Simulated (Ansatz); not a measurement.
# Ti, space group P6/mmm: a single point from a YAML input

Run with Ansatz's Python interface.

Script `yaml_run_ti.py`:
```python
'''Ti from YAML text.'''

import warnings

import ansatz
import numpy as np

INPUT = '''
crystal:
  lattice:
    - [4.6, 0.0, 0.0]
    - [-2.3, 3.983717, 0.0]
    - [0.0, 0.0, 2.82]
  atoms:
    - { symbol: Ti, position: [0.0, 0.0, 0.0] }
    - { symbol: Ti, position: [0.333333, 0.666667, 0.5] }
    - { symbol: Ti, position: [0.666667, 0.333333, 0.5] }
kpoints:
  mp_grid: { grid: [6, 6, 8] }
hamiltonian:
  xc: pbesol
scf:
  occupations: { method: gaussian, width: 0.1 }
output:
  forces: true
  stress: true
'''


def main() -> None:
    warnings.simplefilter('ignore', ansatz.DeckWarning)

    planned = ansatz.Session.from_yaml(INPUT).plan(threads=1, pin='off')
    out = planned.execute()
    rep = out.report

    print('%-22s %14.5f eV' % ('F = E - TS', rep['free_energy_ev']))
    print('%-22s %14.5f eV' % ('E', rep['internal_energy_ev']))
    print('%-22s %14.5f eV' % ('Harris-Foulkes', rep['harris_foulkes_ev']))
    print('%-22s %14.5f eV' % ('Fermi level', rep['fermi_energy_ev']))

    # pressure is a third of the trace
    stress = np.array(rep['stress_gpa'])
    print(f'pressure {np.trace(stress) / 3:.3f} GPa')
    print('stress tensor, GPa, positive in compression')
    print(np.round(stress, 3) + 0.0)


if __name__ == '__main__':
    main()
```

```console
$ python yaml_run_ti.py
F = E - TS                -7421.69415 eV
E                         -7421.68120 eV
Harris-Foulkes            -7421.69415 eV
Fermi level                  13.25289 eV
pressure -4.799 GPa
stress tensor, GPa, positive in compression
[[-5.317  0.     0.   ]
 [ 0.    -5.317  0.   ]
 [ 0.     0.    -3.763]]
```

Reading the output:
- Total energies depend on the potentials; only differences at equal settings carry meaning. A total without «per atom» is that of the cell as typed.
- The mesh is modest for a metal, so energies can be off by several to tens of meV an atom and pressures by half a GPa or more; differences at equal mesh fare better.
- The zero of the levels is a convention of the potentials, so an absolute Fermi energy is no work function.
- This isn't the structure that Ti takes at ambient conditions.
- Finished in 2.1 s on 1 thread of Arm Neoverse V2, on a shared host, peak memory 0.37 GiB.
